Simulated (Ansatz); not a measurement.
Task: a rigid scan of one bond length of C₂H₆FSb, SMILES [CH3][Sb]([CH3])[F], with Ansatz 0.2.0, Python API. Give the script and its output. Level of theory (for the species named): B3LYP, def2-SVP basis, multiplicity 1.

| atom | x (Å) | y (Å) | z (Å) |
| --- | --- | --- | --- |
| C | -0.2069 | 1.3139 | -0.7396 |
| Sb | 0.3040 | -0.6978 | -1.1365 |
| C | 0.5595 | -1.0864 | 0.9594 |
| F | -1.5192 | -1.2912 | -1.0660 |
| H | -1.0100 | 1.3873 | 0.0415 |
| H | 0.6412 | 1.9516 | -0.4467 |
| H | -0.6562 | 1.8043 | -1.6700 |
| H | 1.5493 | -0.5566 | 1.3167 |
| H | 0.7007 | -2.1637 | 1.1754 |
| H | -0.2793 | -0.7127 | 1.5688 |

Script `run_scan.py`:
```python
'''Potential curve of C2H6FSb along one bond.'''

import ansatz as az
import numpy as np

geometry_ang = [
    ('C', (-0.2069, 1.3139, -0.7396)),
    ('Sb', (0.304, -0.6978, -1.1365)),
    ('C', (0.5595, -1.0864, 0.9594)),
    ('F', (-1.5192, -1.2912, -1.066)),
    ('H', (-1.01, 1.3873, 0.0415)),
    ('H', (0.6412, 1.9516, -0.4467)),
    ('H', (-0.6562, 1.8043, -1.67)),
    ('H', (1.5493, -0.5566, 1.3167)),
    ('H', (0.7007, -2.1637, 1.1754)),
    ('H', (-0.2793, -0.7127, 1.5688)),
]
mol = az.Crystal.molecule()
for symbol, xyz in geometry_ang:
    mol = mol.atom(symbol, xyz)

symbols = [site.symbol for site in mol.cartesian_sites]
start = np.array([site.position_ang for site in mol.cartesian_sites])
axis = (start[2] - start[1]) / np.linalg.norm(start[2] - start[1])
moving = [2, 7, 8, 9]
lengths, energies = [1.82, 1.98, 2.15, 2.36, 2.68, 3.22, 3.86, 4.72], []
for length in lengths:
    xyz = start.copy()
    xyz[moving] += (length - np.linalg.norm(start[2] - start[1])) * axis
    point = az.Crystal.molecule()
    for symbol, place in zip(symbols, xyz):
        point = point.atom(symbol, place.tolist())
    calculation = point.calculation()
    calculation = calculation.basis(gaussian='def2-SVP')
    calculation = calculation.functional('b3lyp')
    calculation = calculation.spin('collinear')
    rep = calculation.run().report
    energies.append(rep['free_energy_ev'])
    print(f'r = {length:6.3f} A  E = {energies[-1]:.5f} eV  <S^2> = {abs(rep["mean_field"]["state"]["spin_squared"]):.3f}')

print('energy above the lowest point (eV):', [round(e - min(energies), 3) for e in energies])
```

```console
$ python run_scan.py
r =  1.820 A  E = -11423.74994 eV  <S^2> = 0.000
r =  1.980 A  E = -11424.82607 eV  <S^2> = 0.000
r =  2.150 A  E = -11425.15574 eV  <S^2> = 0.000
r =  2.360 A  E = -11424.99795 eV  <S^2> = 0.000
r =  2.680 A  E = -11424.31122 eV  <S^2> = 0.000
r =  3.220 A  E = -11423.07190 eV  <S^2> = 0.187
r =  3.860 A  E = -11422.47180 eV  <S^2> = 0.816
r =  4.720 A  E = -11422.30372 eV  <S^2> = 0.981
energy above the lowest point (eV): [1.406, 0.33, 0.0, 0.158, 0.845, 2.084, 2.684, 2.852]
```

Total energies depend on the basis set; only differences at equal settings carry meaning. The rest of the molecule is held rigid at a force-field or estimated start geometry, and the basis set is modest; single-reference methods fail as a bond breaks. def2 sets replace the cores of elements past krypton by effective core potentials. The expectation value of S² is noticeably off S(S+1) in at least one run, so that state is spin-contaminated. b3lyp holds the VWN-RPA fit, as in Gaussian; the form of ORCA and Turbomole is b3lyp5. Finished in 72 s on 1 thread of Arm Neoverse V1, on a shared host, peak memory 0.36 GiB.
